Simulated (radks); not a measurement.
**The series with 7 electrons, N to Cr¹⁷⁺**

The task here is to estimate one member of a computed series from the others.

Method: scalar-relativistic Kohn-Sham, r2SCAN, spin-polarised, spherical densities, finite nucleus; open shells are filled with parallel spins first. Code: radks (a radial shooting solver on a logarithmic mesh, Libxc functionals) version 1.

## The system

* electrons: 7
* ions: N, O⁺, F²⁺, Ne³⁺, Mg⁵⁺, Al⁶⁺, Si⁷⁺, P⁸⁺, S⁹⁺, Cl¹⁰⁺, Ar¹¹⁺, K¹²⁺, Ca¹³⁺, Sc¹⁴⁺, Ti¹⁵⁺, V¹⁶⁺, Cr¹⁷⁺
* configuration: [He] 2s2 2p3

Outer shells as boxes (Hund's rule):

[He] 2s2 2p3
```
[He] core
2s [↑↓]
2p [↑ ][↑ ][↑ ]
```

Set-up of the first run:

Input:

```text
Z 7
configuration [He] 2s2 2p3
relativity scalar-relativistic
functional r2scan,r2scan
spin polarised
nucleus finite rms 2.5582 fm
c 137.035999084
```

Steps of the session up to this table: N; O⁺; F²⁺; Ne³⁺; Mg⁵⁺; Al⁶⁺; Si⁷⁺; P⁸⁺; S⁹⁺; Cl¹⁰⁺; Ar¹¹⁺; K¹²⁺; Ca¹³⁺; Sc¹⁴⁺; Ti¹⁵⁺; V¹⁶⁺; Cr¹⁷⁺.

One of the session's tables, all rows but one given; the rest of the session is left out.

| ion | E (hartree) | ε(1s down) (eV) | ε(2p up) (eV) | ε(2p down, empty) (eV) | <r>(2p up) (bohr) |
| --- | --- | --- | --- | --- | --- |
| N | -54.61627 | -386.94 | -8.890 | -3.145 | 1.414 |
| O⁺ | -74.61678 | -536.28 | -27.293 | -19.417 | 1.077 |
| F²⁺ | -97.89363 | -713.39 | -52.809 | -42.847 | 0.8764 |
| Ne³⁺ | -124.44476 | -918.09 | -85.294 | -73.263 | 0.7411 |
| Mg⁵⁺ | -187.37734 | -1410.1 | -170.97 | -154.82 | 0.5681 |
| Al⁶⁺ | -223.76628 | -1697.4 | -224.11 | -205.91 | 0.5090 |
| Si⁷⁺ | -263.44356 | -2012.2 | -284.12 | -263.86 | 0.4612 |
| P⁸⁺ | -306.41503 | -2354.7 | -350.98 | -328.67 | 0.4217 |
| S⁹⁺ | -352.68723 | -2724.8 | -424.70 | -400.34 | 0.3884 |
| Cl¹⁰⁺ | -402.26725 | -3122.7 | -505.29 | -478.87 | 0.3601 |
| Ar¹¹⁺ | -455.16283 | -3548.3 | -592.74 | -564.27 | 0.3356 |
| K¹²⁺ | -511.38229 | -4001.8 | -687.07 | -656.54 | 0.3142 |
| Ca¹³⁺ | -570.93443 | -4483.3 | -788.27 | -755.69 | 0.2953 |
| Sc¹⁴⁺ | -633.82871 | -4992.7 | -896.37 | -861.73 | 0.2786 |
| Ti¹⁵⁺ | -700.07514 | -5530.2 | -1011.4 | -974.67 | 0.2637 |
| V¹⁶⁺ | ? | ? | ? | ? | ? |
| Cr¹⁷⁺ | -842.66743 | -6690.0 | -1262.1 | -1221.3 | 0.2382 |

Q: Estimate the row for V¹⁶⁺ from the others.

The run gave: E (hartree): -769.68435; ε(1s down) (eV): -6096.0; ε(2p up) (eV): -1133.3; ε(2p down, empty) (eV): -1094.5; <r>(2p up) (bohr): 0.2503. In the column «E (hartree)» it lies between Cr¹⁷⁺ (-842.66743) and Ti¹⁵⁺ (-700.07514).

The configuration is held, so it need not be the ground state of every ion.
